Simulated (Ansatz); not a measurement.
# VMo2S6: the cost of one run

Method: DFT PBE, scalar-relativistic, plane waves, PAW, in Ansatz 0.2.0.

## 1. The structure to begin with

The structure is trigonal, space group P-3m1 (No. 164). The conventional cell has a = 3.147 Å, b = 3.147 Å, c = 22.325 Å, α = 90.00°, β = 90.00°, γ = 120.00°. V (site symmetry -3m) has 6 S at 2.33 Å as nearest neighbours. Around Mo (site symmetry 3m) lie 6 S at 2.33 Å. Around S (site symmetry 3m) lie 3 Mo at 2.33 Å. S (site symmetry 3m) has 3 V at 2.33 Å as nearest neighbours.

As a file:

```xyz
9
Lattice="3.1472 0.0000 0.0000 -1.5736 2.7255 0.0000 0.0000 0.0000 22.3253" Properties=species:S:1:pos:R:3 pbc="T T T"
V     0.0000    0.0000   11.1626
Mo    0.0000    1.8170   18.6044
Mo    1.5736    0.9085    3.7209
S     1.5736    0.9085   17.1437
S     0.0000    0.0000    2.2602
S     0.0000    1.8170    9.7020
S     1.5736    0.9085   12.6233
S     0.0000    0.0000   20.0651
S     0.0000    1.8170    5.1816
```

The start is an ordering of an alloy on its end members' structure types: elements ordered on the sites of the VS2 type, V/Mo on V (P-3m1, No. 164).

## 2. The guess as it stands, on a coarse mesh

File input.yaml:

```yaml
crystal:
  lattice:
    - [3.14715087, 0.0, 0.0]
    - [-1.57357543, 2.7255126, 0.0]
    - [0.0, 0.0, 22.3252886]
  atoms:
    - { symbol: V, position: [0.0, 0.0, 0.5], spin: 2.0 }
    - { symbol: Mo, position: [0.33333333, 0.66666667, 0.83333333], spin: 1.0 }
    - { symbol: Mo, position: [0.66666667, 0.33333333, 0.16666667], spin: 1.0 }
    - { symbol: S, position: [0.66666667, 0.33333333, 0.76790665] }
    - { symbol: S, position: [0.0, 0.0, 0.10123998] }
    - { symbol: S, position: [0.33333333, 0.66666667, 0.43457331] }
    - { symbol: S, position: [0.66666667, 0.33333333, 0.56542669] }
    - { symbol: S, position: [0.0, 0.0, 0.89876002] }
    - { symbol: S, position: [0.33333333, 0.66666667, 0.23209335] }
basis:
  ecutwfc: 420
kpoints:
  mp_grid: { grid: [6, 6, 1] }
hamiltonian:
  xc: pbe
scf:
  occupations: { method: gaussian, width: 0.1 }
  lower_state_search: "off"
output:
  forces: true
  stress: true
  eigenvalues: true
  populations: true
magnetization:
  spin_polarized: true
```

Command:

```console
ansatz run input.yaml --threads 1 --pin off --max-ram 2560MiB --backend cpu --events-out ev --progress --plain --runs-dir out
```

**Question.** How long does this run take on 1 thread of Intel Xeon 6975P-C (Granite Rapids), shared host, and how much memory does it need?

About 13 s, with a peak of 0.55 GiB.
